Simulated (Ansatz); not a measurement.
The system is LuBr.

```xyz
4
Lattice="3.6069 0.0000 0.0000 -1.8034 3.1236 0.0000 0.0000 0.0000 9.8717" Properties=species:S:1:pos:R:3 pbc="T T T"
Lu    1.8034    1.0412    8.2033
Lu    0.0000    2.0824    3.2675
Br    1.8034    1.0412    5.3703
Br    0.0000    2.0824    0.4345
```

The cell comes from a database or a generator and needn't be the stable form of this composition.

Base run:

```yaml
Program: Ansatz 0.2.0
Functional: PBE
Potentials_or_basis: Ansatz PAW
Cutoff: 420 eV
Density_cutoff: 1680 eV
k_mesh: 9 × 9 × 3
Occupations: fermi-dirac, width 0.05 eV
Spin: no spin polarisation
```

Its results: band gap on the k mesh none (metal or under the smearing width); pressure 0.1 GPa.

Question: The run is repeated on the same cell with these changes: functional from PBE to r2SCAN; cutoff from 420 eV to 500 eV; density cutoff from 1680 eV to 2000 eV; spin from no spin polarisation to spin-orbit coupling, no magnetisation; potential files from those of the base run to others of the same set. What comes out?

Answer: Band gap on the k mesh none (metal or under the smearing width); pressure -0.8 GPa.

Several settings changed at once, so the effect can't be laid on one alone.

Caveats: the PAW data sets come from PBE, with cores solved anew for the run's functional, which leaves a small shift of forces and pressure (some runs).

Not every run made on this cell is shown here.
